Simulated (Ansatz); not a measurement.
Born–Oppenheimer molecular dynamics of a periodic cell of 20 atoms, Al$_{2}$O$_{3}$ (start crystal Al2O3, start structure R-3c, volume 1 times the crystal's). It starts from a structure without forces on its atoms.

These are results of DFT LDA, scalar-relativistic, plane waves, PAW (Ansatz), not measurements. Settings: PAW set soft_1, cutoff 420 eV, k mesh 3x3x3, fermi-dirac smearing 0.3 eV, no spin polarisation.

```json
{"ensemble": "NVT, Langevin thermostat", "time step": "1 fs", "steps asked": "540", "set temperature": "300 K", "friction": "0.02 /fs", "temperature schedule": "540 steps to 3500 K", "seed": "996193"}
```

First frame:

```xyz
20
Lattice="-2.3621 -1.3638 8.5873 2.3621 -1.3638 8.5873 0.0000 2.7275 8.5873" Properties=species:S:1:pos:R:3
Al 0.000 0.000 4.534
Al 0.000 0.000 1.906
Al 0.000 0.000 8.347
Al 0.000 0.000 10.975
O 1.446 0.000 16.101
O -0.723 1.252 16.101
O -0.723 -1.252 16.101
O 0.916 1.364 13.954
O -1.639 0.112 13.954
O 0.723 -1.476 13.954
Al 0.000 0.000 17.415
Al 0.000 0.000 14.787
Al 0.000 0.000 21.228
Al 0.000 0.000 23.856
O -0.916 -1.364 11.808
O 1.639 -0.112 11.808
O -0.723 1.476 11.808
O -1.446 0.000 9.661
O 0.723 -1.252 9.661
O 0.723 1.252 9.661
```

Question: What does the run give?

Answer: All steps were run.

```yaml
steps_done: 540
time_covered: 540 fs
mean_temperature_over_the_second_half: 2350 K
spread_of_the_potential_energy_over_the_second_half: 82.4 meV per atom
mean_potential_energy_of_the_second_half_above_the_start: 310.6 meV per atom
```

The schedule's set-point averaged 2700 K over the second half and the system 2350 K. A run of 0.54 ps of so small a system gives no equilibrium averages. Limits of this set-up: PAW files made for another functional.

Question: What happens to the structure?

Answer: Mean squared displacements from the first frame to the last, about the centre of mass: Al 0.09 Å², O 0.09 Å². Another seed would give other details.

Question: How do temperature and energy run in time?

Answer: 
```json
{"time (fs)": "0", "T (K)": "285", "potential energy less start (eV)": "0.000"}
{"time (fs)": "18", "T (K)": "165", "potential energy less start (eV)": "0.438"}
{"time (fs)": "36", "T (K)": "257", "potential energy less start (eV)": "0.621"}
{"time (fs)": "54", "T (K)": "508", "potential energy less start (eV)": "0.820"}
{"time (fs)": "72", "T (K)": "443", "potential energy less start (eV)": "1.368"}
{"time (fs)": "90", "T (K)": "718", "potential energy less start (eV)": "1.424"}
{"time (fs)": "108", "T (K)": "786", "potential energy less start (eV)": "1.663"}
{"time (fs)": "126", "T (K)": "821", "potential energy less start (eV)": "1.886"}
{"time (fs)": "144", "T (K)": "710", "potential energy less start (eV)": "1.920"}
{"time (fs)": "162", "T (K)": "935", "potential energy less start (eV)": "2.328"}
{"time (fs)": "180", "T (K)": "1158", "potential energy less start (eV)": "2.586"}
{"time (fs)": "198", "T (K)": "1383", "potential energy less start (eV)": "2.251"}
{"time (fs)": "216", "T (K)": "1313", "potential energy less start (eV)": "3.044"}
{"time (fs)": "234", "T (K)": "1350", "potential energy less start (eV)": "4.146"}
{"time (fs)": "252", "T (K)": "1614", "potential energy less start (eV)": "3.076"}
{"time (fs)": "270", "T (K)": "1176", "potential energy less start (eV)": "4.938"}
{"time (fs)": "288", "T (K)": "1426", "potential energy less start (eV)": "5.028"}
{"time (fs)": "306", "T (K)": "2305", "potential energy less start (eV)": "3.460"}
{"time (fs)": "324", "T (K)": "1743", "potential energy less start (eV)": "4.699"}
{"time (fs)": "342", "T (K)": "2161", "potential energy less start (eV)": "4.396"}
{"time (fs)": "360", "T (K)": "2617", "potential energy less start (eV)": "5.478"}
{"time (fs)": "378", "T (K)": "2388", "potential energy less start (eV)": "5.578"}
{"time (fs)": "396", "T (K)": "2448", "potential energy less start (eV)": "5.132"}
{"time (fs)": "414", "T (K)": "2515", "potential energy less start (eV)": "6.464"}
{"time (fs)": "432", "T (K)": "2674", "potential energy less start (eV)": "5.341"}
{"time (fs)": "450", "T (K)": "1868", "potential energy less start (eV)": "7.802"}
{"time (fs)": "468", "T (K)": "2485", "potential energy less start (eV)": "6.980"}
{"time (fs)": "486", "T (K)": "3093", "potential energy less start (eV)": "6.455"}
{"time (fs)": "504", "T (K)": "3043", "potential energy less start (eV)": "8.897"}
{"time (fs)": "522", "T (K)": "3073", "potential energy less start (eV)": "9.688"}
{"time (fs)": "540", "T (K)": "2398", "potential energy less start (eV)": "10.597"}
```

The run took 56 min on 2 threads of Arm Neoverse V1 (shared host), peak memory 0.64 GiB.
